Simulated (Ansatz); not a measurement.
# C2H8Al2F2: basis-set convergence

The task here is to estimate one member of a computed series from the others.

Computed with Ansatz 0.2.0, Gaussian basis. Level: one geometry, several basis sets.

Plan: PBE0-D4/def2-SVP; ωB97M-V/def2-SVP; PBE0-D4/def2-QZVPP; ωB97M-V/def2-QZVPP; the functionals' def2-TZVPP values are taken from earlier runs.

### The geometry

An earlier PBE0-D4 in a triple-zeta def2 set relaxation fixed the geometry.

SMILES `[CH3][Al@H-]1[F+][Al@H-]([CH3])[F+]1`, 14 atoms, charge 0, spin multiplicity 1.

Atoms are counted from 1 here; the program's logs count them from 0.

Bond lengths: C1–Al2 1.935 Å, C1–H7 1.094 Å, C1–H8 1.094 Å, C1–H9 1.094 Å, Al2–F3 1.832 Å, Al2–F6 1.832 Å, Al2–H10 1.577 Å, F3–Al4 1.832 Å, Al4–C5 1.935 Å, Al4–F6 1.832 Å, Al4–H11 1.577 Å, C5–H12 1.094 Å, C5–H13 1.094 Å, C5–H14 1.094 Å. Angles: Al2–C1–H7 111.3°, Al2–C1–H8 112.0°, Al2–C1–H9 111.3°, H7–C1–H8 107.5°, H7–C1–H9 106.9°, H8–C1–H9 107.5°, C1–Al2–F3 111.0°, C1–Al2–F6 111.0°, C1–Al2–H10 127.7°, F3–Al2–F6 80.4°, F3–Al2–H10 108.3°, F6–Al2–H10 108.4°, Al2–F3–Al4 99.6°, F3–Al4–C5 111.0°, F3–Al4–F6 80.4°, F3–Al4–H11 108.4°, C5–Al4–F6 110.9°, C5–Al4–H11 127.7° and more.

Set-up of the first run:

Contents of in.yaml:

```yaml
crystal:
  periodic: [false, false, false]
  atoms:
    - {symbol: C, position_ang: [-1.133645, 1.497112, 2.171076]}
    - {symbol: Al, position_ang: [0.217400, 1.093914, 0.845519]}
    - {symbol: F, position_ang: [-0.548024, 0.706486, -0.773182]}
    - {symbol: Al, position_ang: [-0.217438, -1.094045, -0.845479]}
    - {symbol: C, position_ang: [1.133714, -1.497132, -2.170985]}
    - {symbol: F, position_ang: [0.548070, -0.706644, 0.773308]}
    - {symbol: H, position_ang: [-1.536298, 2.505726, 2.035197]}
    - {symbol: H, position_ang: [-1.973399, 0.797895, 2.125299]}
    - {symbol: H, position_ang: [-0.722519, 1.453171, 3.184444]}
    - {symbol: H, position_ang: [1.571212, 1.859165, 0.583815]}
    - {symbol: H, position_ang: [-1.571869, -1.858486, -0.584679]}
    - {symbol: H, position_ang: [1.539697, -2.503874, -2.031887]}
    - {symbol: H, position_ang: [0.721847, -1.458098, -3.184151]}
    - {symbol: H, position_ang: [1.971252, -0.795190, -2.128285]}
basis:
  gaussian: {orbitals: def2-SVP}
hamiltonian: {xc: pbe0, dispersion: d4}
output: {orbitals: {seedname: orbitals}}
```

The run is started by

```console
$ ansatz run in.yaml --threads 4 --pin off --events-out ev --progress --plain --max-ram 11315MiB
```

Among the steps run: PBE0-D4 in def2-SVP; ωB97M-V in def2-SVP; PBE0-D4 in def2-QZVPP; ωB97M-V in def2-QZVPP.

One of the session's tables, all rows but one given; the rest of the session is left out.

It belongs to the step «Density functionals: the series». 

```
functional       basis  HOMO (eV)  LUMO (eV)
   PBE0-D4    def2-SVP      -8.07       0.24
   PBE0-D4  def2-TZVPP      -8.09      -0.08
   PBE0-D4  def2-QZVPP      -8.09      -0.24
   ωB97M-V    def2-SVP     -10.29       1.88
   ωB97M-V  def2-TZVPP          ?          ?
   ωB97M-V  def2-QZVPP     -10.33       0.87
```

Q: Estimate the row for ωB97M-V, def2-TZVPP from the others.

As computed: HOMO (eV): -10.33; LUMO (eV): 1.41.
